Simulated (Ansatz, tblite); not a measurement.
# C₃₄H₃₀S₆Si₂: charged states by level of theory

Aim: the energy of removing and adding an electron for C₃₄H₃₀S₆Si₂, by energy differences, and how well orbital energies stand in for it.

The runs use Ansatz 0.2.0, Gaussian basis; as each input shows.

Levels to be run: charge +1 doublet, at the geometry of the singlet (PBE0-D4/def2-SVP, PBE-D4/def2-SVP, revPBE-D4/def2-SVP); charge -1 doublet, at the geometry of the singlet (PBE0-D4/def2-SVP, PBE-D4/def2-SVP, revPBE-D4/def2-SVP); the starting singlet's energies come from earlier runs.

## 1. The relaxed structure

The geometry is that of the singlet, from an earlier relaxation (PBE-D4/def2-SVP).

SMILES `C[Si](C)(C)C#Cc1ccc(-c2ccc(-c3ccc(-c4ccc(-c5ccc(-c6ccc(C#C[Si](C)(C)C)s6)s5)s4)s3)s2)s1`, 72 atoms, charge 0, spin multiplicity 1.

Atoms are counted from 1 here; the program's logs count them from 0.

Bond lengths: C1–Si2 1.891 Å, C1–H43 1.110 Å, C1–H44 1.109 Å, C1–H45 1.109 Å, Si2–C3 1.891 Å, Si2–C4 1.890 Å, Si2–C5 1.848 Å, C3–H46 1.109 Å, C3–H47 1.109 Å, C3–H48 1.110 Å, C4–H49 1.109 Å, C4–H50 1.109 Å, C4–H51 1.110 Å, C5–C6 1.239 Å, C6–C7 1.406 Å, C7–C8 1.399 Å, C7–S42 1.759 Å, C8–C9 1.412 Å and more. Angles: Si2–C1–H43 110.5°, Si2–C1–H44 111.0°, Si2–C1–H45 111.0°, H43–C1–H44 108.2°, H43–C1–H45 108.1°, H44–C1–H45 108.0°, C1–Si2–C3 110.3°, C1–Si2–C4 110.5°, C1–Si2–C5 108.6°, C3–Si2–C4 110.6°, C3–Si2–C5 108.5°, C4–Si2–C5 108.3°, Si2–C3–H46 111.0°, Si2–C3–H47 110.9°, Si2–C3–H48 110.6°, H46–C3–H47 108.0°, H46–C3–H48 108.2°, H47–C3–H48 108.1° and more.

## 2. Charge +1 doublet at the fixed geometry, PBE0-D4/def2-SVP

in.yaml reads:

```yaml
crystal:
  periodic: [false, false, false]
  atoms:
    - {symbol: C, position_ang: [-15.822918, -0.736353, 1.254858]}
    - {symbol: Si, position_ang: [-15.148482, 0.616145, 0.118433]}
    - {symbol: C, position_ang: [-15.763881, 2.313460, 0.680625]}
    - {symbol: C, position_ang: [-15.651177, 0.287384, -1.674029]}
    - {symbol: C, position_ang: [-13.303383, 0.600760, 0.216971]}
    - {symbol: C, position_ang: [-12.067466, 0.592936, 0.300491]}
    - {symbol: C, position_ang: [-10.664433, 0.581928, 0.386172]}
    - {symbol: C, position_ang: [-9.845263, 0.842134, 1.490208]}
    - {symbol: C, position_ang: [-8.466659, 0.738010, 1.202790]}
    - {symbol: C, position_ang: [-8.195495, 0.396525, -0.126589]}
    - {symbol: C, position_ang: [-6.920112, 0.208720, -0.769583]}
    - {symbol: C, position_ang: [-6.637118, -0.081895, -2.107184]}
    - {symbol: C, position_ang: [-5.257196, -0.202226, -2.382080]}
    - {symbol: C, position_ang: [-4.446395, -0.003809, -1.260068]}
    - {symbol: C, position_ang: [-3.009328, -0.050969, -1.178495]}
    - {symbol: C, position_ang: [-2.082747, -0.085606, -2.225313]}
    - {symbol: C, position_ang: [-0.741406, -0.141444, -1.788220]}
    - {symbol: C, position_ang: [-0.603857, -0.149150, -0.396462]}
    - {symbol: C, position_ang: [0.592242, -0.208400, 0.399920]}
    - {symbol: C, position_ang: [0.728062, -0.273205, 1.790354]}
    - {symbol: C, position_ang: [2.069533, -0.329543, 2.227209]}
    - {symbol: C, position_ang: [2.997648, -0.311527, 1.181377]}
    - {symbol: C, position_ang: [4.434449, -0.368811, 1.262074]}
    - {symbol: C, position_ang: [5.227806, -0.683189, 2.369906]}
    - {symbol: C, position_ang: [6.613181, -0.645654, 2.098389]}
    - {symbol: C, position_ang: [6.917539, -0.304942, 0.777425]}
    - {symbol: C, position_ang: [8.203714, -0.174655, 0.141632]}
    - {symbol: C, position_ang: [8.500522, 0.231034, -1.163990]}
    - {symbol: C, position_ang: [9.882999, 0.245485, -1.451404]}
    - {symbol: C, position_ang: [10.679458, -0.149916, -0.371155]}
    - {symbol: C, position_ang: [12.078950, -0.255920, -0.292564]}
    - {symbol: C, position_ang: [13.311501, -0.353042, -0.215810]}
    - {symbol: Si, position_ang: [15.151536, -0.497257, -0.128269]}
    - {symbol: C, position_ang: [15.805001, -0.728011, -1.887279]}
    - {symbol: C, position_ang: [15.585305, -1.991706, 0.945515]}
    - {symbol: C, position_ang: [15.852083, 1.085319, 0.633696]}
    - {symbol: S, position_ang: [9.673113, -0.545137, 1.016525]}
    - {symbol: S, position_ang: [5.443253, -0.018491, -0.127623]}
    - {symbol: S, position_ang: [2.171659, -0.226669, -0.362582]}
    - {symbol: S, position_ang: [-2.182114, -0.093095, 0.366599]}
    - {symbol: S, position_ang: [-5.431552, 0.342342, 0.147513]}
    - {symbol: S, position_ang: [-9.684689, 0.200775, -1.024318]}
    - {symbol: H, position_ang: [-16.932414, -0.751796, 1.226187]}
    - {symbol: H, position_ang: [-15.455316, -1.735399, 0.945037]}
    - {symbol: H, position_ang: [-15.508143, -0.566647, 2.304376]}
    - {symbol: H, position_ang: [-15.368921, 3.116267, 0.025871]}
    - {symbol: H, position_ang: [-15.439588, 2.528656, 1.718862]}
    - {symbol: H, position_ang: [-16.872609, 2.356027, 0.650413]}
    - {symbol: H, position_ang: [-15.237640, 1.061311, -2.351736]}
    - {symbol: H, position_ang: [-15.282108, -0.700594, -2.016138]}
    - {symbol: H, position_ang: [-16.756582, 0.295985, -1.774175]}
    - {symbol: H, position_ang: [-10.259953, 1.102140, 2.472651]}
    - {symbol: H, position_ang: [-7.671442, 0.911307, 1.941430]}
    - {symbol: H, position_ang: [-7.425652, -0.208790, -2.862161]}
    - {symbol: H, position_ang: [-4.849075, -0.446225, -3.371665]}
    - {symbol: H, position_ang: [-2.381506, -0.056478, -3.281440]}
    - {symbol: H, position_ang: [0.123031, -0.174392, -2.465998]}
    - {symbol: H, position_ang: [-0.137522, -0.277095, 2.467447]}
    - {symbol: H, position_ang: [2.368292, -0.368397, 3.283048]}
    - {symbol: H, position_ang: [4.802017, -0.950865, 3.345842]}
    - {symbol: H, position_ang: [7.389942, -0.867308, 2.843629]}
    - {symbol: H, position_ang: [7.721190, 0.514927, -1.885139]}
    - {symbol: H, position_ang: [10.316573, 0.536212, -2.416940]}
    - {symbol: H, position_ang: [15.525341, 0.130904, -2.530241]}
    - {symbol: H, position_ang: [15.392344, -1.648707, -2.346872]}
    - {symbol: H, position_ang: [16.911845, -0.809556, -1.883883]}
    - {symbol: H, position_ang: [16.686467, -2.112742, 1.015333]}
    - {symbol: H, position_ang: [15.186465, -1.872669, 1.973228]}
    - {symbol: H, position_ang: [15.161757, -2.923617, 0.519677]}
    - {symbol: H, position_ang: [16.959139, 1.031511, 0.694786]}
    - {symbol: H, position_ang: [15.582840, 1.972007, 0.024947]}
    - {symbol: H, position_ang: [15.457323, 1.241638, 1.657948]}
basis:
  gaussian: {orbitals: def2-SVP, fitting: {mean_field: def2-universal-jkfit}}
total_charge: 1
magnetization: {spin_polarized: true, initial_magnetization: 1}
hamiltonian: {xc: pbe0, dispersion: d4}
scf: {omitted_lower_state_checks: [starts]}
output: {orbitals: {seedname: orbitals}}
```

On the command line:

```
ansatz run in.yaml --threads 4 --pin off --events-out ev --progress --plain --max-ram 46080MiB --backend cuda --devices 0, --max-vram 37GiB
```

The log of the run:

```text
Functional definition: PBE0
  name "PBE0"
  cite "Adamo & Barone, J. Chem. Phys. 110, 6158 (1999) doi:10.1063/1.478522"
  cite "Perdew, Burke & Ernzerhof, Phys. Rev. Lett. 77, 3865 (1996) doi:10.1103/PhysRevLett.77.3865"
  parent pbe
  parameter a = 0.25
  parameter kappa = 0.804
  parameter beta = 0.06672455060314922
  exchange = (1 - a)*pbe_x(kappa = kappa, mu = beta*pi^2/3) + a*exact_x
  correlation = pbe_c(beta = beta)
these checks for a lower state are left out or cut short: starts
4114 factors; integrals over basis functions are off by at most 2.5e-1 eV
mean field evaluation 1: about -116321.6155 eV, gradient 1.1e2 eV
mean field evaluation 2: about -116261.7966 eV, gradient 1.5e2 eV
mean field evaluation 4: about -116383.4244 eV, gradient 1.8e1 eV
mean field evaluation 8: about -116385.3307 eV, gradient 9.7e-1 eV
mean field evaluation 16: about -116385.3198 eV, gradient 3.2e-2 eV
mean field evaluation 32: about -116385.3198 eV, gradient 5.2e-5 eV
mean field -116385.31976723 eV, -4277.0816126425 hartree, gradient 2.4e-5 eV, S^2 0.782267; 0 other end points of the search recorded, 0 dependent functions left out
reference -116385.31987402 eV, -4277.0816165672 hartree; 179, 178 occupied and 591, 592 virtual orbitals, 4114 factors
Total energy: -116387.92902581 eV, -4277.1775011268 hartree
Checks for a lower state left out: starts
```

It took 18 s on 1 × H100 (card shared with other runs) with 4 threads of AMD EPYC 7R13, shared host; peak host memory 1.5 GiB.

Report: HOMO -7.84 eV, LUMO -6.87 eV (over both spins); ⟨S²⟩ 0.782 (pure: 0.75).

## 3. Charge +1 doublet at the fixed geometry, PBE-D4/def2-SVP

start.molden holds the orbitals of an earlier run on this state, given as this run's starting guess.

in.yaml, as its differences from that of step 2:

```diff
@@ -76,6 +76,6 @@
 basis:
-  gaussian: {orbitals: def2-SVP, fitting: {mean_field: def2-universal-jkfit}}
+  gaussian: {orbitals: def2-SVP, fitting: {mean_field: def2-universal-jkfit}, initial_orbitals: start.molden}
 total_charge: 1
 magnetization: {spin_polarized: true, initial_magnetization: 1}
-hamiltonian: {xc: pbe0, dispersion: d4}
+hamiltonian: {xc: pbe, dispersion: d4}
 scf: {omitted_lower_state_checks: [starts]}
```

Launched as before.

The log of the run:

```text
Functional definition: PBE
  name "PBE"
  cite "Perdew, Burke & Ernzerhof, Phys. Rev. Lett. 77, 3865 (1996) doi:10.1103/PhysRevLett.77.3865"
  parent pbe
  parameter kappa = 0.804
  parameter beta = 0.06672455060314922
  exchange = pbe_x(kappa = kappa, mu = beta*pi^2/3)
  correlation = pbe_c(beta = beta)
these checks for a lower state are left out or cut short: starts
4114 factors; integrals over basis functions are off by at most 2.5e-1 eV
mean field evaluation 1: about -116375.2556 eV, gradient 1.2e1 eV
mean field evaluation 2: about -116375.8385 eV, gradient 5.8e-1 eV
mean field evaluation 4: about -116375.8238 eV, gradient 5.7e-2 eV
mean field evaluation 8: about -116375.8238 eV, gradient 1.8e-5 eV
mean field -116375.82382462 eV, -4276.7326431884 hartree, gradient 1.8e-5 eV, S^2 0.752148; 0 other end points of the search recorded, 0 dependent functions left out
reference -116375.82396113 eV, -4276.7326482049 hartree; 179, 178 occupied and 591, 592 virtual orbitals, 4114 factors
Total energy: -116378.84098704 eV, -4276.8435218621 hartree
Checks for a lower state left out: starts
```

Wall time 9 s (1 × H100 (card shared with other runs) with 4 threads of AMD EPYC 7R13, shared host); peak host memory 1.4 GiB.

HOMO -7.04 eV, LUMO -6.89 eV (over both spins); ⟨S²⟩ 0.752 (pure: 0.75).

## 4. Charge +1 doublet at the fixed geometry, revPBE-D4/def2-SVP

in.yaml, as its differences from that of step 3:

```diff
@@ -79,3 +79,3 @@
 magnetization: {spin_polarized: true, initial_magnetization: 1}
-hamiltonian: {xc: pbe, dispersion: d4}
+hamiltonian: {xc: {name: revPBE}, dispersion: d4}
 scf: {omitted_lower_state_checks: [starts]}
```

Same command.

The log of the run:

```text
Functional definition: revPBE
  name "revPBE"
  cite "Zhang & Yang, Phys. Rev. Lett. 80, 890 (1998) doi:10.1103/PhysRevLett.80.890"
  cite "Perdew, Burke & Ernzerhof, Phys. Rev. Lett. 77, 3865 (1996) doi:10.1103/PhysRevLett.77.3865"
  parameter kappa = 1.245
  parameter beta = 0.06672455060314922
  exchange = pbe_x(kappa = kappa, mu = beta*pi^2/3)
  correlation = pbe_c(beta = beta)
these checks for a lower state are left out or cut short: starts
4114 factors; integrals over basis functions are off by at most 2.5e-1 eV
mean field evaluation 1: about -116432.5873 eV, gradient 9.7e0 eV
mean field evaluation 2: about -116433.0794 eV, gradient 4.6e-1 eV
mean field evaluation 4: about -116433.0569 eV, gradient 5.0e-2 eV
mean field evaluation 8: about -116433.0569 eV, gradient 2.3e-5 eV
mean field -116433.05688544 eV, -4278.8359193793 hartree, gradient 2.3e-5 eV, S^2 0.752466; 0 other end points of the search recorded, 0 dependent functions left out
reference -116433.05705676 eV, -4278.8359256754 hartree; 179, 178 occupied and 591, 592 virtual orbitals, 4114 factors
Total energy: -116441.57971352 eV, -4279.1491275343 hartree
Checks for a lower state left out: starts
```

It took 10 s on 1 × H100 (card shared with other runs) with 4 threads of AMD EPYC 7R13, shared host; peak host memory 1.4 GiB.

From the report: HOMO -6.98 eV, LUMO -6.83 eV (over both spins); ⟨S²⟩ 0.752 (pure: 0.75).

## 5. Vertical ionisation energy

Charged state less starting state, singlet to doublet; the starting state's energies are those of its earlier runs.

| level | vertical ionisation energy (eV) | time |
| --- | --- | --- |
| PBE-D4/def2-SVP | +5.73 | 13 s |
| revPBE-D4/def2-SVP | +5.77 | 15 s |
| PBE0-D4/def2-SVP | +6.08 | 24 s |

Times add the two runs; a level without a time comes out of a correlated run.

Beside −ε(HOMO) of the starting state:

| level | −ε(HOMO) (eV) | by difference (eV) | mismatch (eV) |
| --- | --- | --- | --- |
| PBE-D4/def2-SVP | 4.46 | 5.73 | -1.27 |
| revPBE-D4/def2-SVP | 4.41 | 5.77 | -1.36 |
| PBE0-D4/def2-SVP | 5.21 | 6.08 | -0.88 |

## 6. Charge -1 doublet at the fixed geometry, PBE0-D4/def2-SVP

in.yaml, as its differences from that of step 4:

```diff
@@ -76,6 +76,6 @@
 basis:
-  gaussian: {orbitals: def2-SVP, fitting: {mean_field: def2-universal-jkfit}, initial_orbitals: start.molden}
-total_charge: 1
+  gaussian: {orbitals: def2-SVP, fitting: {mean_field: def2-universal-jkfit}}
+total_charge: -1
 magnetization: {spin_polarized: true, initial_magnetization: 1}
-hamiltonian: {xc: {name: revPBE}, dispersion: d4}
+hamiltonian: {xc: pbe0, dispersion: d4}
 scf: {omitted_lower_state_checks: [starts]}
```

The command is unchanged.

The log of the run, cut to the lines that bear on the results:

```text
Functional definition: PBE0
  name "PBE0"
  cite "Adamo & Barone, J. Chem. Phys. 110, 6158 (1999) doi:10.1063/1.478522"
  cite "Perdew, Burke & Ernzerhof, Phys. Rev. Lett. 77, 3865 (1996) doi:10.1103/PhysRevLett.77.3865"
  parent pbe
[...]
4114 factors; integrals over basis functions are off by at most 2.5e-1 eV
[...]
mean field -116393.09597870 eV, -4277.3673831431 hartree, gradient 8.5e-5 eV, S^2 0.775216; 0 other end points of the search recorded, 0 dependent functions left out
reference -116393.09608040 eV, -4277.3673868805 hartree; 180, 179 occupied and 590, 591 virtual orbitals, 4114 factors
Total energy: -116395.78867300 eV, -4277.4663378335 hartree
Checks for a lower state left out: starts
```

It took 12 s on 1 × H100 (card shared with other runs) with 4 threads of AMD EPYC 7R13, shared host; peak host memory 1.4 GiB.

HOMO -0.91 eV, LUMO 0.03 eV (over both spins); ⟨S²⟩ 0.775 (pure: 0.75).

## 7. Charge -1 doublet at the fixed geometry, PBE-D4/def2-SVP

in.yaml, as its differences from that of step 6:

```diff
@@ -76,6 +76,6 @@
 basis:
-  gaussian: {orbitals: def2-SVP, fitting: {mean_field: def2-universal-jkfit}}
+  gaussian: {orbitals: def2-SVP, fitting: {mean_field: def2-universal-jkfit}, initial_orbitals: start.molden}
 total_charge: -1
 magnetization: {spin_polarized: true, initial_magnetization: 1}
-hamiltonian: {xc: pbe0, dispersion: d4}
+hamiltonian: {xc: pbe, dispersion: d4}
 scf: {omitted_lower_state_checks: [starts]}
```

The command is unchanged.

The log of the run:

```text
Functional definition: PBE
  name "PBE"
  cite "Perdew, Burke & Ernzerhof, Phys. Rev. Lett. 77, 3865 (1996) doi:10.1103/PhysRevLett.77.3865"
  parent pbe
  parameter kappa = 0.804
  parameter beta = 0.06672455060314922
  exchange = pbe_x(kappa = kappa, mu = beta*pi^2/3)
  correlation = pbe_c(beta = beta)
these checks for a lower state are left out or cut short: starts
4114 factors; integrals over basis functions are off by at most 2.5e-1 eV
mean field evaluation 1: about -116382.7662 eV, gradient 1.2e1 eV
mean field evaluation 2: about -116383.3362 eV, gradient 5.6e-1 eV
mean field evaluation 4: about -116383.3195 eV, gradient 4.7e-2 eV
mean field evaluation 8: about -116383.3196 eV, gradient 2.6e-5 eV
mean field -116383.31956328 eV, -4277.0081065030 hartree, gradient 2.6e-5 eV, S^2 0.751123; 0 other end points of the search recorded, 0 dependent functions left out
reference -116383.31969157 eV, -4277.0081112179 hartree; 180, 179 occupied and 590, 591 virtual orbitals, 4114 factors
Total energy: -116386.43296965 eV, -4277.1225220770 hartree
Checks for a lower state left out: starts
```

It took 6.5 s on 1 × H100 (card shared with other runs) with 4 threads of AMD EPYC 7R13, shared host; peak host memory 1.4 GiB.

HOMO -0.61 eV, LUMO -0.49 eV (over both spins); ⟨S²⟩ 0.751 (pure: 0.75).

## 8. Charge -1 doublet at the fixed geometry, revPBE-D4/def2-SVP

in.yaml, as its differences from that of step 7:

```diff
@@ -79,3 +79,3 @@
 magnetization: {spin_polarized: true, initial_magnetization: 1}
-hamiltonian: {xc: pbe, dispersion: d4}
+hamiltonian: {xc: {name: revPBE}, dispersion: d4}
 scf: {omitted_lower_state_checks: [starts]}
```

The command is unchanged.

The log of the run:

```text
Functional definition: revPBE
  name "revPBE"
  cite "Zhang & Yang, Phys. Rev. Lett. 80, 890 (1998) doi:10.1103/PhysRevLett.80.890"
  cite "Perdew, Burke & Ernzerhof, Phys. Rev. Lett. 77, 3865 (1996) doi:10.1103/PhysRevLett.77.3865"
  parameter kappa = 1.245
  parameter beta = 0.06672455060314922
  exchange = pbe_x(kappa = kappa, mu = beta*pi^2/3)
  correlation = pbe_c(beta = beta)
these checks for a lower state are left out or cut short: starts
4114 factors; integrals over basis functions are off by at most 2.5e-1 eV
mean field evaluation 1: about -116439.9897 eV, gradient 9.6e0 eV
mean field evaluation 2: about -116440.4649 eV, gradient 4.4e-1 eV
mean field evaluation 4: about -116440.4411 eV, gradient 1.9e-2 eV
mean field -116440.44112779 eV, -4279.1072852805 hartree, gradient 5.3e-5 eV, S^2 0.751287; 0 other end points of the search recorded, 0 dependent functions left out
reference -116440.44128865 eV, -4279.1072911922 hartree; 180, 179 occupied and 590, 591 virtual orbitals, 4114 factors
Total energy: -116449.24635568 eV, -4279.4308714371 hartree
Checks for a lower state left out: starts
```

Run time: 6.5 s. Hardware: 1 × H100 (card shared with other runs) with 4 threads of AMD EPYC 7R13, shared host; peak host memory 1.4 GiB.

From the report: HOMO -0.56 eV, LUMO -0.44 eV (over both spins); ⟨S²⟩ 0.751 (pure: 0.75).

## 9. Vertical electron affinity

Starting state less charged state (positive: the electron is bound), singlet to doublet; the starting state's energies are those of its earlier runs.

| level | vertical electron affinity (eV) | time |
| --- | --- | --- |
| PBE-D4/def2-SVP | +1.86 | 10 s |
| revPBE-D4/def2-SVP | +1.90 | 11 s |
| PBE0-D4/def2-SVP | +1.77 | 18 s |

Times add the two runs; a level without a time comes out of a correlated run.

Beside −ε(LUMO) of the starting state:

| level | −ε(LUMO) (eV) | by difference (eV) | mismatch (eV) |
| --- | --- | --- | --- |
| PBE-D4/def2-SVP | 3.02 | 1.86 | +1.16 |
| revPBE-D4/def2-SVP | 2.97 | 1.90 | +1.07 |
| PBE0-D4/def2-SVP | 2.57 | 1.77 | +0.79 |

## 10. What came out

| quantity | value |
| --- | --- |
| vertical ionisation energy, functionals in def2-SVP | 5.73 (PBE-D4) to 6.08 eV (PBE0-D4) |
| vertical electron affinity, functionals in def2-SVP | 1.77 (PBE0-D4) to 1.90 eV (revPBE-D4) |

The vertical ionisation energy spans 5.73 to 6.08 eV over the functionals. −ε(HOMO) misses the level's own difference by -0.88 eV at best (PBE0-D4) and -1.36 eV at worst (revPBE-D4). The vertical electron affinity spans 1.77 to 1.90 eV over the functionals. −ε(LUMO) misses the level's own difference by +0.79 eV at best (PBE0-D4) and +1.16 eV at worst (PBE-D4).
